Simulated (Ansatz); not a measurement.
This script for Ansatz 0.2.0, Python API starts 4 runs on H₇NOSSi₂, SMILES N[SiH2][SiH](O)S. What input does the engine get in each?

Script `run_methods.py`:
```python
"""One geometry of H7NOSSi2, method by method."""

from pathlib import Path

import ansatz as az
import numpy as np

params = {
    "basis_set": "cc-pVDZ",
}

GEOMETRY = """
N    -1.76610   -0.63580    0.91530
Si   -0.12550   -0.70380    1.12360
Si    1.05060    0.19300   -0.70790
O     0.61540   -0.45380   -2.12680
S     0.70290    2.28900   -0.87050
H    -2.09780    0.40230    0.96180
H    -2.25010   -1.05310    1.68680
H     0.19710    0.04230    2.37710
H     0.17280   -2.12390    1.35320
H     2.54720   -0.02130   -0.53900
H    -0.43500   -0.48880   -2.20720
H     1.46540    2.49890   -1.93250
"""

h7nossi2 = az.Crystal.molecule()
for line in GEOMETRY.strip().splitlines():
    symbol, *xyz = line.split()
    h7nossi2 = h7nossi2.atom(symbol, [float(v) for v in xyz])

base = (
    h7nossi2.calculation()
    .basis(gaussian=params["basis_set"])
    .accuracy("medium")
    .scf(lower_state_search="light")
)

print("functional    E (Ha)        dipole (D)   HOMO (eV)  LUMO (eV)")
for name in ["pbe0", "hf", "lda", "r2scan0"]:
    report = base.functional(name).forces().orbitals().run(threads=1, runs_dir="runs").report
    lines = Path(report["orbitals_path"]).read_text().splitlines()
    field_of = lambda key: [line.split("=")[1].strip() for line in lines if line.startswith(key)]
    orbitals = [(27.211386 * float(e), s, float(n)) for e, s, n in zip(field_of("Ene="), field_of("Spin="), field_of("Occup="))]
    homo = max(e for e, _, n in orbitals if n > 0.5)
    lumo = min(e for e, _, n in orbitals if n < 0.5)
    dipole = 4.803205 * np.linalg.norm(report["charge_distribution"]["dipole_moment_e_ang"])
    print(f"{name:10s} {report['free_energy_ev'] / 27.211386246:14.6f} {dipole:9.3f} {homo:11.3f} {lumo:10.3f}")
```

Run 1:
```yaml
crystal:
  periodic: [false, false, false]
  atoms:
    - { symbol: "N", position_ang: [-1.7661, -0.6358, 0.9153] }
    - { symbol: Si, position_ang: [-0.1255, -0.7038, 1.1236] }
    - { symbol: Si, position_ang: [1.0506, 0.193, -0.7079] }
    - { symbol: O, position_ang: [0.6154, -0.4538, -2.1268] }
    - { symbol: S, position_ang: [0.7029, 2.289, -0.8705] }
    - { symbol: H, position_ang: [-2.0978, 0.4023, 0.9618] }
    - { symbol: H, position_ang: [-2.2501, -1.0531, 1.6868] }
    - { symbol: H, position_ang: [0.1971, 0.0423, 2.3771] }
    - { symbol: H, position_ang: [0.1728, -2.1239, 1.3532] }
    - { symbol: H, position_ang: [2.5472, -0.0213, -0.539] }
    - { symbol: H, position_ang: [-0.435, -0.4888, -2.2072] }
    - { symbol: H, position_ang: [1.4654, 2.4989, -1.9325] }
accuracy: medium
basis:
  gaussian:
    orbitals: cc-pVDZ
hamiltonian:
  xc: pbe0
scf:
  lower_state_search: light
output:
  orbitals: {}
  forces: true
```

Run 2, against run 1:
```diff
-  xc: pbe0
+  xc: hf
```

Run 3, against run 1:
```diff
-  xc: pbe0
+  xc: lda
```

Run 4, against run 1:
```diff
-  xc: pbe0
+  xc: r2scan0
```

```console
$ python run_methods.py
functional    E (Ha)        dipole (D)   HOMO (eV)  LUMO (eV)
pbe0         -1110.896895     1.832      -7.151     -0.259
hf           -1108.849842     1.880     -10.088      2.965
lda          -1106.689849     1.885      -5.887     -1.282
r2scan0      -1111.249546     1.847      -7.363     -0.097
```

What to keep in mind:
- The settings weren't tested for convergence.
- The geometry is a force-field or estimated start, not a minimum of this method, and the basis set is short of its limit. A lower total doesn't mark the better method: functionals have no common bound, and MP2 and coupled cluster aren't variational.
- Levels such as HOMO and LUMO are orbital energies: with these approximate functionals they aren't the ionisation energy and electron affinity, and their gap isn't the fundamental gap.
- For Al to Cl the sets with a tight d function, cc-pV(X+d)Z, are usual.
- Run time: 28 s on 1 thread of Arm Neoverse V2, with other jobs on the host, peak memory 0.36 GiB.
